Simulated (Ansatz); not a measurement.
# SbPb: straining the crystal, equal strain of all cell vectors

A series on SbPb: equal strain of all cell vectors, -3 to +3 %; the shape is held and the atoms relax. Wanted: energy, stress and any gap along the series.

Computed with Ansatz 0.2.0 (DFT r2SCAN, scalar-relativistic, plane waves, PAW, unless a step's input says otherwise).

2 further runs of the same task are left out: 2 set aside as unsound or not needed.

## 1. Starting point

It takes space group Cmmm (No. 65, orthorhombic). The conventional cell has a = 4.089 Å, b = 5.345 Å, c = 5.383 Å, α = 90.00°, β = 90.00°, γ = 90.00°. Sb (site symmetry mmm) is surrounded by 4 Sb at 3.36 Å and 8 Pb at 3.38 to 3.79 Å. Around Pb (site symmetry mmm) lie 4 Pb at 3.36 Å and 8 Sb at 3.38 to 3.79 Å.

Structure file:

```xyz
4
Lattice="4.0888 0.0000 0.0000 0.0000 5.3449 0.0000 0.0000 0.0000 5.3834" Properties=species:S:1:pos:R:3 pbc="T T T"
Sb    2.0444    0.0000    2.6917
Sb    0.0000    2.6724    2.6917
Pb    0.0000    0.0000    0.0000
Pb    2.0444    2.6724    0.0000
```

It goes back to an entry of the Materials Project, which need not be the stable form.

The unstrained cell was computed beforehand with the same settings: E(σ→0) = -36839.3632 eV for 4 atoms, gap none (metal).

## 2. The cell strained by -1.0 %

The input, input.yaml:

```yaml
crystal:
  lattice:
    - [4.0478745436, 0.0, 0.0]
    - [0.0, 5.2914101817, 0.0]
    - [0.0, 0.0, 5.3295782085]
  atoms:
    - { symbol: Sb, position: [0.5, 0.0, 0.5] }
    - { symbol: Sb, position: [0.0, 0.5, 0.5] }
    - { symbol: Pb, position: [0.0, 0.0, 0.0] }
    - { symbol: Pb, position: [0.5, 0.5, 0.0] }
basis:
  ecutwfc: 500
kpoints:
  mp_grid: { grid: [10, 8, 8] }
hamiltonian:
  xc: r2scan
scf:
  occupations: { method: gaussian, width: 0.1 }
output:
  forces: true
  stress: true
  eigenvalues: true
```

The session goes on with these runs: At +1.0 %; At -2.0 %; strain +2.0 %; At -3.0 %; strain +3.0 %.

**Question.** What will these runs give? Wanted: (1/V) d²E/dε² at zero strain, cubic fit.

**Answer**, as computed:

```
                               quantity                    value
                    largest energy cost  41.9 meV/atom at -3.0 %
(1/V) d²E/dε² at zero strain, cubic fit                  455 GPa
```

In words: The curvature of the energy, 455 GPa, is nine times the bulk modulus at fixed shape. Compression by 3 % costs 41.9 meV/atom and stretching 33.3. On this cell's mesh the unstrained reference holds a stress of up to 0.53 GPa. The runs treat Pb, Sb without spin-orbit coupling.
